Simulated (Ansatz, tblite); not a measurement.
**Trans-PdH(PF3)2Br (BrF6HP2Pd): one state, many levels**

The task here is to estimate one member of a computed series from the others.

Method: as each input shows; program: Ansatz 0.2.0, Gaussian basis.

Levels to be run: GFN1-xTB, GFN2-xTB, PBE-D4/def2-TZVP, r2SCAN-D4/def2-TZVP, PBE-QIDH/def2-TZVP, ωB97X-V/def2-TZVP, PBE+10HF/def2-SVP, PBE+15HF/def2-SVP, PBE+40HF/def2-SVP, PBE-D4/def2-SVP, PBE0-D4/def2-SVP, PBE0-D4/def2-TZVPD, PBE-D4/def2-TZVPD, r2SCAN-D4/def2-TZVPD, MP2/def2-SVP, RPA/def2-SVP.

4 further runs of the same task are left out: 1 that didn't finish, 3 set aside as unsound or not needed. Runs told in other sessions of the task aren't counted.

## The geometry

The singlet was relaxed beforehand with PBE0-D4/def2-SVP.

11 atoms, charge 0, spin multiplicity 1.

Bond lengths: Pd1–H2 1.559 Å, Pd1–P3 2.227 Å, Pd1–Br7 2.486 Å, Pd1–P8 2.227 Å, P3–F4 1.569 Å, P3–F5 1.569 Å, P3–F6 1.575 Å, P8–F9 1.569 Å, P8–F10 1.575 Å, P8–F11 1.569 Å. Angles: H2–Pd1–P3 88.9°, H2–Pd1–Br7 180.0°, H2–Pd1–P8 88.9°, P3–Pd1–Br7 91.1°, P3–Pd1–P8 177.7°, Br7–Pd1–P8 91.1°, Pd1–P3–F4 117.2°, Pd1–P3–F5 117.2°, Pd1–P3–F6 120.6°, F4–P3–F5 100.4°, F4–P3–F6 98.8°, F5–P3–F6 98.8°, Pd1–P8–F9 117.2°, Pd1–P8–F10 120.6°, Pd1–P8–F11 117.2°, F9–P8–F10 98.8°, F9–P8–F11 100.4°, F10–P8–F11 98.8°.

Coordinates:

```mol
BrF6HP2Pd
  3D, bonds by distance, orders not assigned

 11 10  0  0  0  0  0  0  0  0999 V2000
    0.0534   -0.0002   -0.0033 Pd  0  0
    1.6113   -0.0051   -0.0587 H   0  0
    0.1027    2.2255   -0.0449 P   0  0
   -0.5347    2.9793    1.1750 F   0  0
   -0.6335    2.9377   -1.2337 F   0  0
    1.4753    2.9954   -0.1148 F   0  0
   -2.4306    0.0074    0.0853 Br  0  0
    0.0921   -2.2261    0.0380 P   0  0
   -0.5570   -2.9316    1.2804 F   0  0
    1.4611   -3.0048    0.0057 F   0  0
   -0.6402   -2.9776   -1.1288 F   0  0
  1  2  8  0
  1  3  8  0
  1  7  8  0
  1  8  8  0
  3  4  8  0
  3  5  8  0
  3  6  8  0
  8  9  8  0
  8 10  8  0
  8 11  8  0
M  END
```

Formally the metal is d8. Pd takes a core potential in the def2 sets. No spin-orbit coupling is included.

PBE0-D4/def2-TZVP was run before; its log isn't repeated, and its numbers join the tables.

The first run:

Tight binding, by tblite at 300 K electronic temperature and without a spin-polarisation term:

```python
tblite.interface.Calculator('GFN1-xTB', numbers, positions, charge=0, uhf=0).singlepoint()
```

Tight binding, by tblite at 300 K electronic temperature and without a spin-polarisation term:

```python
tblite.interface.Calculator('GFN2-xTB', numbers, positions, charge=0, uhf=0).singlepoint()
```

start.molden holds the orbitals of an earlier run on this state, given as this run's starting guess.

in.yaml reads:

```yaml
crystal:
  periodic: [false, false, false]
  atoms:
    - {symbol: Pd, position_ang: [0.053392, -0.000170, -0.003324]}
    - {symbol: H, position_ang: [1.611313, -0.005127, -0.058738]}
    - {symbol: P, position_ang: [0.102734, 2.225512, -0.044906]}
    - {symbol: F, position_ang: [-0.534694, 2.979315, 1.174987]}
    - {symbol: F, position_ang: [-0.633496, 2.937679, -1.233712]}
    - {symbol: F, position_ang: [1.475314, 2.995359, -0.114820]}
    - {symbol: Br, position_ang: [-2.430561, 0.007428, 0.085270]}
    - {symbol: P, position_ang: [0.092124, -2.226076, 0.038029]}
    - {symbol: F, position_ang: [-0.557039, -2.931586, 1.280354]}
    - {symbol: F, position_ang: [1.461123, -3.004765, 0.005690]}
    - {symbol: F, position_ang: [-0.640200, -2.977569, -1.128830]}
basis:
  gaussian: {orbitals: def2-TZVP, initial_orbitals: start.molden}
hamiltonian: {xc: pbe, dispersion: d4}
scf: {omitted_lower_state_checks: [starts]}
output: {orbitals: {seedname: orbitals}}
```

Started as:

```
$ ansatz run in.yaml --threads 4 --pin off --events-out ev --progress --plain --max-ram 8704MiB
```

Steps of the session up to this table: PBE-D4/def2-TZVP; r2SCAN-D4/def2-TZVP; PBE-QIDH/def2-TZVP; ωB97X-V/def2-TZVP; PBE+10HF/def2-SVP; PBE+15HF/def2-SVP; PBE+40HF/def2-SVP; PBE-D4/def2-SVP; PBE0-D4/def2-SVP; PBE0-D4/def2-TZVPD; PBE-D4/def2-TZVPD; r2SCAN-D4/def2-TZVPD; MP2/def2-SVP; RPA/def2-SVP.

One table of the session follows, with a row left open; its other results are not shown here.

It belongs to the step «Binding energy». 

```
               level  binding an atom (eV)
         HF/def2-SVP                 2.014
     PBE-D4/def2-SVP                 3.676
    PBE-D4/def2-TZVP                 3.761
   PBE-D4/def2-TZVPD                 3.753
 r2SCAN-D4/def2-TZVP                 3.679
r2SCAN-D4/def2-TZVPD                 3.677
    PBE0-D4/def2-SVP                 3.421
   PBE0-D4/def2-TZVP                 3.546
  PBE0-D4/def2-TZVPD                 3.543
   ωB97X-V/def2-TZVP                 3.595
        MP2/def2-SVP                     ?
```

**Question.** Estimate the row for MP2/def2-SVP.

The run gave: binding an atom (eV): 3.326. In the column «binding an atom (eV)» it lies between HF/def2-SVP (2.014) and PBE0-D4/def2-SVP (3.421).

Limits of these values: Free atoms were run apart at each level; binding is atoms less cluster, divided by the number of atoms, without zero-point or spin-orbit terms.
